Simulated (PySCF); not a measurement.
**The bond of SeF, level by level**

An exercise on one series of results from a longer session: the logs are not shown, and one member is left open.

The runs use PySCF 2.14.0; Se def2-SVP, F def2-SVP, no relativity.

The first run:

A driver script around PySCF takes these settings:

```json
{"atoms": "Se, F", "charge": "0", "basis": "Se def2-SVP, F def2-SVP", "Hamiltonian": "no relativity", "basis functions": "46", "electrons treated": "43", "masses in u": "79.9165, 18.9984", "levels": "PBE0, PBE, r²SCAN, B3LYP, B2PLYP, TPSSh, LC-ωPBE, HF, MP2, SCS-MP2, CCSD, CCSD(T)", "grid": "80 radial by 434 angular points", "occupations": "held fixed by the projection of orbital angular momentum", "dissociation limit": "Se + F, each in its ground configuration", "starting distance in angstrom": "1.730", "values of 2S to try": "1, 3"}
```

Command:

```bash
$ OMP_NUM_THREADS=1 python dia.py task.json out
```

Among the steps run: The job; First curve: PBE0; Excited determinants; PBE (GGA); r²SCAN (meta-GGA); B3LYP; B2PLYP (double hybrid); TPSSh (hybrid meta-GGA); LC-ωPBE (range-separated hybrid); UHF (mean field); Correlated methods on the Hartree–Fock reference.

One table of the session follows, with a row left open; its other results are not shown here.

Energy (eV) from each level's lowest point:

| R (Å) | UHF | UHF-MP2 | UHF-SCS-MP2 | UHF-CCSD | UHF-CCSD(T) |
| --- | --- | --- | --- | --- | --- |
| 1.510 | 1.155 | 1.374 | 1.396 | n/a | n/a |
| 1.580 | 0.466 | 0.618 | 0.636 | 0.629 | 0.655 |
| 1.651 | 0.112 | 0.201 | 0.212 | 0.208 | 0.225 |
| 1.703 | 0.005 | 0.049 | 0.055 | 0.053 | 0.061 |
| 1.756 | 0.000 | 0.000 | 0.000 | 0.000 | 0.000 |
| 1.809 | 0.072 | 0.029 | 0.023 | 0.025 | 0.016 |
| 1.879 | ? | ? | ? | ? | ? |
| 1.967 | 0.577 | 0.437 | 0.411 | 0.393 | 0.355 |
| 2.072 | 1.068 | 0.893 | 0.850 | 0.775 | 0.704 |
| 2.213 | 1.752 | 1.398 | 1.329 | n/a | n/a |

**Question.** Estimate the row for R (Å) = 1.879.

Worked estimate for «UHF». A straight line through the neighbours (1.809, 0.072) and (1.967, 0.577) gives 0.072 + (0.577 − 0.072) × (1.879 − 1.809) / (1.967 − 1.809) = 0.296; a parabola fitted to 4 rows on both sides gives 0.259.

The run gave: UHF: 0.256; UHF-MP2: 0.158; UHF-SCS-MP2: 0.142; UHF-CCSD: 0.147; UHF-CCSD(T): 0.125. In «UHF» the line misses by +0.040 and the parabola by +0.003.
